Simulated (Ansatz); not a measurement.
# CH8FNOSi: the cost of one run

Method: RKS PBE-D4/6-31G*, in Ansatz 0.2.0.

## 1. Starting point

Bond lengths: Si1–F2 2.004 Å, Si1–H3 1.448 Å, Si1–H4 1.471 Å, Si1–N5 1.711 Å, Si1–O7 2.066 Å, O7–C8 1.394 Å, N5–H9 1.005 Å, N5–H10 1.009 Å, C8–H11 1.094 Å, C8–H12 1.093 Å, C8–H13 1.094 Å. Angles (14 of 20 angles, heavy atoms first): F2–Si1–N5 84.1°, F2–Si1–O7 68.5°, N5–Si1–O7 115.7°, Si1–O7–C8 117.9°, F2–Si1–H3 82.5°, F2–Si1–H4 159.5°, H3–Si1–N5 131.5°, H3–Si1–O7 102.1°, H4–Si1–N5 99.7°, H4–Si1–O7 92.0°, Si1–N5–H9 119.5°, Si1–N5–H10 120.5°, O7–C8–H11 108.9°, O7–C8–H12 109.3°.

As a file:

```xyz
13

Si   -1.0639   -0.5664    0.0195
F     0.0217   -1.0169   -1.6033
H    -1.4973   -1.9409   -0.1220
H    -1.3827   -0.1107    1.3814
N    -1.4670    0.8462   -0.8586
H     0.8886   -0.9893   -0.7699
O     0.9365   -0.7905    0.4847
C     1.6460    0.3429    0.8781
H    -2.2097    1.4386   -0.5301
H    -1.3963    0.8608   -1.8647
H     2.7125    0.1012    0.9087
H     1.3240    0.6406    1.8789
H     1.4876    1.1843    0.1972
```

## 2. A restrained relaxation towards end A

Springs on the bonds that form and break draw the guess towards this end; the thresholds are loose.

File input.yaml:

```yaml
crystal:
  periodic: [false, false, false]
  atoms:
    - { symbol: Si, position_ang: [-1.0639, -0.5664, 0.0195] }
    - { symbol: F, position_ang: [0.0217, -1.0169, -1.6033] }
    - { symbol: H, position_ang: [-1.4973, -1.9409, -0.122] }
    - { symbol: H, position_ang: [-1.3827, -0.1107, 1.3814] }
    - { symbol: "N", position_ang: [-1.467, 0.8462, -0.8586] }
    - { symbol: H, position_ang: [0.8886, -0.9893, -0.7699] }
    - { symbol: O, position_ang: [0.9365, -0.7905, 0.4847] }
    - { symbol: C, position_ang: [1.646, 0.3429, 0.8781] }
    - { symbol: H, position_ang: [-2.2097, 1.4386, -0.5301] }
    - { symbol: H, position_ang: [-1.3963, 0.8608, -1.8647] }
    - { symbol: H, position_ang: [2.7125, 0.1012, 0.9087] }
    - { symbol: H, position_ang: [1.324, 0.6406, 1.8789] }
    - { symbol: H, position_ang: [1.4876, 1.1843, 0.1972] }
basis:
  gaussian: { orbitals: "6-31G*" }
hamiltonian:
  xc: pbe
  dispersion: d4
relax:
  f_tol: 0.15
  max_steps: 25
  restrain:
    - { distance: [0, 6], at: 3.07, k: 30.0 }
    - { distance: [5, 1], at: 2.18, k: 30.0 }
    - { distance: [0, 1], at: 1.68, k: 30.0 }
    - { distance: [5, 6], at: 0.97, k: 30.0 }
output:
  orbitals: {}
```

Command:

```sh
$ ansatz run input.yaml --threads 2 --pin off --max-ram 3072MiB --backend cpu --events-out ev --progress --plain --runs-dir out
```

Q: Estimate wall time and peak memory on 2 threads of INTEL XEON PLATINUM 8581C at 2.10GHz (Emerald Rapids), shared host.

About 25 s, with a peak of 0.2 GiB.
